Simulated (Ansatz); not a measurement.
# PBE/def2-SVP (core potential) run of InSi2H7 (SMILES [SiH3][SiH2][InH2])

Aim: the electronic atomisation energy of InSi2H7 at PBE/def2-SVP (core potential), from 4 runs. 

Program for the calculation: Ansatz 0.2.0.

54 further runs of the same task are left out: 54 set aside as unsound or not needed.

### Step 1. The structure to begin with

InSi2H7: 10 atoms, total charge 0, spin state singlet. As SMILES, `[SiH3][SiH2][InH2]`. Geometry: relaxed at PBE0-D4/def2-TZVP.

Bond lengths: Si1–Si2 2.339 Å, Si2–In3 2.571 Å, Si1–H4 1.488 Å, Si1–H5 1.489 Å, Si1–H6 1.489 Å, Si2–H7 1.491 Å, Si2–H8 1.492 Å, In3–H9 1.728 Å, In3–H10 1.728 Å. Some angles: Si1–Si2–In3 110.2°, Si1–Si2–H7 108.2°, Si1–Si2–H8 107.8°, In3–Si2–H7 111.9°, In3–Si2–H8 111.1°, Si2–Si1–H4 112.1°, Si2–Si1–H5 109.8°, Si2–Si1–H6 109.8°, Si2–In3–H9 121.0°, Si2–In3–H10 120.2°.

### Step 2. The energy at PBE/def2-SVP (core potential)

input.yaml reads:

```yaml
basis:
  gaussian: {orbitals: def2-SVP}
crystal:
  periodic: [false, false, false]
  atoms:
    - {symbol: Si, position_ang: [-1.450900, 0.732300, -0.821600]}
    - {symbol: Si, position_ang: [0.023100, -0.982700, -0.222400]}
    - {symbol: In, position_ang: [1.884800, -0.062700, 1.293100]}
    - {symbol: H, position_ang: [-2.541100, 0.248700, -1.711500]}
    - {symbol: H, position_ang: [-0.707700, 1.812100, -1.527500]}
    - {symbol: H, position_ang: [-2.065700, 1.320500, 0.400500]}
    - {symbol: H, position_ang: [-0.761300, -2.056900, 0.451800]}
    - {symbol: H, position_ang: [0.588700, -1.557900, -1.477300]}
    - {symbol: H, position_ang: [1.761400, -0.160900, 3.013900]}
    - {symbol: H, position_ang: [3.268800, 0.707500, 0.601100]}
hamiltonian: {xc: pbe}
accuracy: high
output: {orbitals: {seedname: orbitals}}
```

Run with:

```sh
ansatz run input.yaml --threads 1 --pin off --max-ram 3480MiB --events-out events.jsonl --progress --plain --runs-dir runs
```

Standard output:

```text
Warning: RAYON_NUM_THREADS=1 ignored (pool sized by the plan → 1); use --threads N
Functional definition: PBE
  name "PBE"
  parameter kappa = 0.804
  parameter beta = 0.06672455060314922
  exchange = pbe_x(kappa = kappa, mu = beta*pi^2/3)
  correlation = pbe_c(beta = beta)
2240 factors; integrals over basis functions are off by at most 8.6e-9 eV
mean field evaluation 1: about -21026.6264 eV, gradient 2.1e1 eV
mean field evaluation 2: about -21027.2179 eV, gradient 1.9e1 eV
mean field evaluation 4: about -21028.4908 eV, gradient 7.4e-1 eV
mean field evaluation 8: about -21028.4809 eV, gradient 3.3e-2 eV
mean field evaluation 16: about -21028.4809 eV, gradient 2.7e-6 eV
mean field -21028.48092032 eV, -772.7824202054 hartree, gradient 9.4e-8 eV, S^2 0.000000; 0 other end points of the search recorded, 0 dependent functions left out
reference -21028.48092523 eV, -772.7824203860 hartree; 28, 28 occupied and 69, 69 virtual orbitals, 2240 factors
Total energy: -21028.48092523 eV, -772.7824203860 hartree
```

Wall time 8.7 s (1 thread of Arm Neoverse V1, shared host); peak memory 0.27 GiB.

### Step 3. The H atom at the same level

run.yaml reads:

```yaml
crystal:
  periodic: [false, false, false]
  atoms:
    - {symbol: H, position_ang: [0.000000, 0.000000, 0.000000]}
basis:
  gaussian: {orbitals: def2-SVP}
total_charge: 0
magnetization: {spin_polarized: true, initial_magnetization: 1}
hamiltonian: {xc: pbe}
accuracy: high
```

Run the same way, it converges to -0.49863 Eh (log not shown).

### Step 4. The In atom

in.yaml reads:

```yaml
crystal:
  periodic: [false, false, false]
  atoms:
    - {symbol: In, position_ang: [0.000000, 0.000000, 0.000000]}
basis:
  gaussian:
    orbitals: def2-SVP
magnetization:
  spin_polarized: true
  initial_magnetization: 1
hamiltonian:
  xc: {name: PBE}
accuracy: high
```

Run the same way, it converges to -190.11196 Eh (log not shown).

### Step 5. The Si atom at the same level

in.yaml reads:

```yaml
crystal:
  periodic: [false, false, false]
  atoms:
    - {symbol: Si, position_ang: [0.000000, 0.000000, 0.000000]}
basis:
  gaussian:
    orbitals: def2-SVP
magnetization:
  spin_polarized: true
  initial_magnetization: 2
hamiltonian:
  xc: {name: PBE}
accuracy: high
```

Run the same way, it converges to -289.12416 Eh (log not shown).

### Step 6. Outcome

At PBE/def2-SVP (core potential):

| quantity | value |
| --- | --- |
| molecule: total energy | -772.78242 Eh |
| molecule: HOMO energy | -6.27 eV |
| molecule: LUMO energy | -2.88 eV |
| molecule: HOMO–LUMO gap | 3.39 eV |
| H atom: total energy | -0.49863 Eh |
| H atom: ⟨S²⟩ | 0.750 |
| In atom: total energy | -190.11196 Eh |
| In atom: ⟨S²⟩ | 0.752 |
| Si atom: total energy | -289.12416 Eh |
| Si atom: ⟨S²⟩ | 2.003 |
| electronic atomisation energy | 25.354 eV |

What this shows: Taking the molecule apart into free atoms costs 25.35 eV (585 kcal/mol), before zero-point energy and without spin-orbit coupling.
